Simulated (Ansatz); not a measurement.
# CH₃BFGa: small, medium and large basis sets

How large a basis does CH₃BFGa need? Two functionals are run in growing sets.

Program: Ansatz 0.2.0, Gaussian basis. Level of theory: one geometry, several basis sets. These are calculated values, not measurements.

Levels to be run: PBE0-D4/def2-SVP; ωB97M-V/def2-SVP; PBE0-D4/def2-QZVPP; ωB97M-V/def2-QZVPP; the functionals' def2-TZVPP values are taken from earlier runs.

### 1 The geometry

All runs share one geometry, relaxed beforehand with PBE0-D4 in a triple-zeta def2 set.

7 atoms, charge 0, spin multiplicity 1.

Atoms are counted from 1 here; the program's logs count them from 0.

Bond lengths: F1–C2 1.405 Å, C2–B3 1.448 Å, C2–Ga4 2.379 Å, C2–H5 1.084 Å, B3–Ga4 2.396 Å, B3–H6 1.219 Å, B3–H7 1.195 Å. Angles: F1–C2–B3 120.7°, F1–C2–Ga4 73.5°, F1–C2–H5 108.4°, B3–C2–Ga4 73.0°, B3–C2–H5 130.8°, Ga4–C2–H5 122.0°, C2–B3–Ga4 71.7°, C2–B3–H6 118.9°, C2–B3–H7 120.9°, Ga4–B3–H6 73.0°, Ga4–B3–H7 122.4°, H6–B3–H7 120.0°, C2–Ga4–B3 35.3°.

### 2 PBE0-D4 in def2-SVP

Input file in.yaml:

```yaml
crystal:
  periodic: [false, false, false]
  atoms:
    - {symbol: F, position_ang: [-0.990178, -1.421256, 0.147072]}
    - {symbol: C, position_ang: [0.184012, -0.743890, -0.223030]}
    - {symbol: B, position_ang: [0.538438, 0.515460, 0.398575]}
    - {symbol: Ga, position_ang: [-1.617919, 0.758431, -0.617540]}
    - {symbol: H, position_ang: [0.658059, -1.295732, -1.027033]}
    - {symbol: H, position_ang: [-0.203118, 0.984401, 1.245134]}
    - {symbol: H, position_ang: [1.492006, 1.134586, 0.031322]}
basis:
  gaussian: {orbitals: def2-SVP}
hamiltonian: {xc: pbe0, dispersion: d4}
output: {orbitals: {seedname: orbitals}}
```

Run with:

```sh
> ansatz run in.yaml --threads 2 --pin off --events-out ev --progress --plain --max-ram 4352MiB
```

The runs that follow: ωB97M-V in def2-SVP; PBE0-D4 in def2-QZVPP; ωB97M-V in def2-QZVPP.

Q: Predict the results of all the runs planned. Wanted: PBE0-D4: double and triple zeta above quadruple; ωB97M-V: double and triple zeta above quadruple.

The runs gave:

| quantity | value |
| --- | --- |
| PBE0-D4: double and triple zeta above quadruple | 13.40, 1.41 eV |
| ωB97M-V: double and triple zeta above quadruple | 13.50, 1.36 eV |

What this shows: PBE0-D4 gains 11.99 eV from double to triple zeta, then 1.41 eV more. These are total energies; as a rule much of such shifts cancels in differences, which this series doesn't test.
